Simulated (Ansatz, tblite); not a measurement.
# GeH4: rung by rung

Aim: run the singlet of GeH4 at one geometry on many levels, and compare frontier levels, spin and run time.

Computed with Ansatz 0.2.0, Gaussian basis. Level: as each input shows.

The runs, in order: GFN1-xTB, GFN2-xTB, PBE-D4/def2-TZVP, r2SCAN-D4/def2-TZVP, PBE-QIDH/def2-TZVP, B97M-V/def2-TZVP, HSE06-D4/def2-TZVP, r2SCAN0-D4/def2-TZVP, CAM-B3LYP-D4/def2-TZVP, B3LYP-D4/def2-TZVP, ωB97X-V/def2-TZVP, PBE-D4/def2-SVP, PBE0-D4/def2-SVP, HF/STO-3G, HF/6-31G, B3LYP-D4/6-31G, PBE0-D4/def2-TZVPD, PBE-D4/def2-TZVPD, r2SCAN-D4/def2-TZVPD, CCSD(T)/def2-TZVPP, MP2/def2-TZVP, RPA/def2-TZVP, CCSD(T)/def2-TZVPD.

## (1) The relaxed structure

The geometry is that of the singlet, from an earlier relaxation (B3LYP-D4/def2-TZVP).

5 atoms, charge 0, spin multiplicity 1.

Bond lengths: Ge1–H2 1.536 Å, Ge1–H3 1.536 Å, Ge1–H4 1.536 Å, Ge1–H5 1.536 Å. Angles: H2–Ge1–H3 109.5°, H2–Ge1–H4 109.5°, H2–Ge1–H5 109.5°, H3–Ge1–H4 109.5°, H3–Ge1–H5 109.5°, H4–Ge1–H5 109.5°.

PBE0-D4/def2-TZVP was run before; its log isn't repeated, and its numbers join the tables.

## (2) GFN1-xTB

Tight binding, by tblite at 300 K electronic temperature and without a spin-polarisation term:

```python
tblite.interface.Calculator('GFN1-xTB', numbers, positions, charge=0, uhf=0).singlepoint()
```

Energy -103.5101 eV, HOMO -13.33 eV, LUMO -7.26 eV; 0.005 s.

## (3) GFN2-xTB

Tight binding, by tblite at 300 K electronic temperature and without a spin-polarisation term:

```python
tblite.interface.Calculator('GFN2-xTB', numbers, positions, charge=0, uhf=0).singlepoint()
```

Energy -107.3511 eV, HOMO -11.96 eV, LUMO -3.66 eV; 0.003 s.

## (4) PBE-D4/def2-TZVP

start.molden holds the orbitals of an earlier run on this state, given as this run's starting guess.

Input file in.yaml:

```yaml
crystal:
  periodic: [false, false, false]
  atoms:
    - {symbol: Ge, position_ang: [0.000013, 0.000019, -0.000029]}
    - {symbol: H, position_ang: [0.011338, -0.019100, 1.535429]}
    - {symbol: H, position_ang: [1.444099, 0.011111, -0.522284]}
    - {symbol: H, position_ang: [-0.731835, 1.257684, -0.490851]}
    - {symbol: H, position_ang: [-0.723615, -1.249714, -0.522265]}
basis:
  gaussian: {orbitals: def2-TZVP, initial_orbitals: start.molden}
hamiltonian: {xc: pbe, dispersion: d4}
scf: {omitted_lower_state_checks: [starts]}
output: {orbitals: {seedname: orbitals}}
```

On the command line:

```sh
ansatz run in.yaml --threads 4 --pin off --events-out ev --progress --plain --max-ram 3916MiB
```

After this run come: r2SCAN-D4/def2-TZVP; PBE-QIDH/def2-TZVP; B97M-V/def2-TZVP; HSE06-D4/def2-TZVP; r2SCAN0-D4/def2-TZVP; CAM-B3LYP-D4/def2-TZVP; B3LYP-D4/def2-TZVP; ωB97X-V/def2-TZVP; PBE-D4/def2-SVP; PBE0-D4/def2-SVP; HF/STO-3G; HF/6-31G; B3LYP-D4/6-31G; PBE0-D4/def2-TZVPD; PBE-D4/def2-TZVPD; r2SCAN-D4/def2-TZVPD; CCSD(T)/def2-TZVPP; MP2/def2-TZVP; RPA/def2-TZVP; CCSD(T)/def2-TZVPD.

Before running them: what should the planned runs give, taken together? Wanted: gap in def2-TZVP, named functionals, smallest and largest; correlation energy, CCSD(T)/def2-TZVPP; correlation energy, MP2/def2-TZVP; correlation energy, CCSD(T)/def2-TZVPD; binding an atom, CCSD(T)/def2-TZVPP; PBE0 total energy, smallest basis above largest.

As calculated:

```
                                                 quantity                                 value
gap in def2-TZVP, named functionals, smallest and largest  8.52 eV (PBE-D4), 15.20 eV (ωB97X-V)
                   correlation energy, CCSD(T)/def2-TZVPP                              -8.37 eV
                        correlation energy, MP2/def2-TZVP                              -7.23 eV
                   correlation energy, CCSD(T)/def2-TZVPD                              -8.13 eV
                      binding an atom, CCSD(T)/def2-TZVPP                              2.563 eV
          PBE0 total energy, smallest basis above largest        7.17 eV (def2-SVP, def2-TZVPD)
```

In words: Over the named functionals in def2-TZVP the gap runs from 8.52 eV (PBE-D4) to 15.20 eV (ωB97X-V); exact exchange widens it. A small miss in a minimal or small basis is a cancelling of errors, not accuracy. The functionals in def2-TZVP miss CCSD(T)/def2-TZVPP by -0.067 (PBE-D4) to +0.054 eV (B97M-V) an atom. The reference is CCSD(T) in one finite basis, so it carries an error of its own, often a tenth of an eV or more, and near misses can't be ranked.
